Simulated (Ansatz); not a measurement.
# C: the cost of one run

Computed with Ansatz 0.2.0 (DFT LDA, scalar-relativistic, plane waves, PAW, unless a step's input says otherwise).

## (1) The structure to begin with

It takes space group Cmmm (No. 65, orthorhombic). Conventional cell: a = 4.207 Å, b = 8.667 Å, c = 2.486 Å, α = 90.00°, β = 90.00°, γ = 90.00°. C (site symmetry m) has 4 C at 1.51 to 1.56 Å as nearest neighbours. C (site symmetry m) is surrounded by 4 C at 1.51 to 1.55 Å.

As a file:

```xyz
8
Lattice="2.1033 -4.3337 0.0000 2.1033 4.3337 0.0000 0.0000 0.0000 2.4857" Properties=species:S:1:pos:R:3 pbc="T T T"
C     3.4281    1.4444    0.0000
C     0.7785   -1.4444    0.0000
C     0.7785    1.4444    0.0000
C     3.4281   -1.4444    0.0000
C     1.3264   -0.7735    1.2428
C     2.8802    0.7735    1.2428
C     2.8802   -0.7735    1.2428
C     1.3264    0.7735    1.2428
```

It goes back to an entry of the Materials Project, which need not be the stable form.

It is the result of an earlier relaxation at this level (volume 5.66 Å³/atom; gap on the mesh: 3.06 eV).

## (2) The reference cell

The reference gives a free energy of -1942.8170 eV, pressure -0.01 GPa, largest force 0.000 eV/Å and gap on the mesh 3.06 eV. It was computed beforehand with the settings of the runs below.

## (3) The scan: energy and stress against strain

The cell is strained by ε times the Voigt pattern (1, 0, 0, 0, 0, 0) (xx, yy, zz, yz, xz, xy; engineering shear), with fractional coordinates fixed (clamped ions). The stress on the pattern is the sum of the stress components weighted by it, tension positive.

## (4) ε = -0.1500

File input.yaml:

```yaml
crystal:
  lattice:
    - [1.7877818477, -4.3337146136, 0.0]
    - [1.7877818477, 4.3337146136, 0.0]
    - [0.0, 0.0, 2.4856616114]
  atoms:
    - { symbol: C, position: [0.6482879639, 0.9815881366, 0.0] }
    - { symbol: C, position: [0.3517120361, 0.0184118634, 0.0] }
    - { symbol: C, position: [0.0184118634, 0.3517120361, 0.0] }
    - { symbol: C, position: [0.9815881366, 0.6482879639, 0.0] }
    - { symbol: C, position: [0.4045540954, 0.2260768148, 0.5] }
    - { symbol: C, position: [0.5954459046, 0.7739231852, 0.5] }
    - { symbol: C, position: [0.7739231852, 0.5954459046, 0.5] }
    - { symbol: C, position: [0.2260768148, 0.4045540954, 0.5] }
basis:
  ecutwfc: 420
kpoints:
  mp_grid: { grid: [6, 6, 10] }
hamiltonian:
  xc: lda
scf:
  occupations: { method: gaussian, width: 0.05 }
output:
  forces: true
  stress: true
  eigenvalues: true
```

The run is started by

```bash
ansatz run input.yaml --threads 2 --pin off --max-ram 5120MiB --backend cpu --events-out ev --progress --plain --runs-dir out
```

**Question.** How long does this run take on 2 threads of Intel Xeon at 2.50GHz (Skylake/Cascade Lake), shared host, and how much memory does it need?

About 6 s, with a peak of 0.35 GiB.
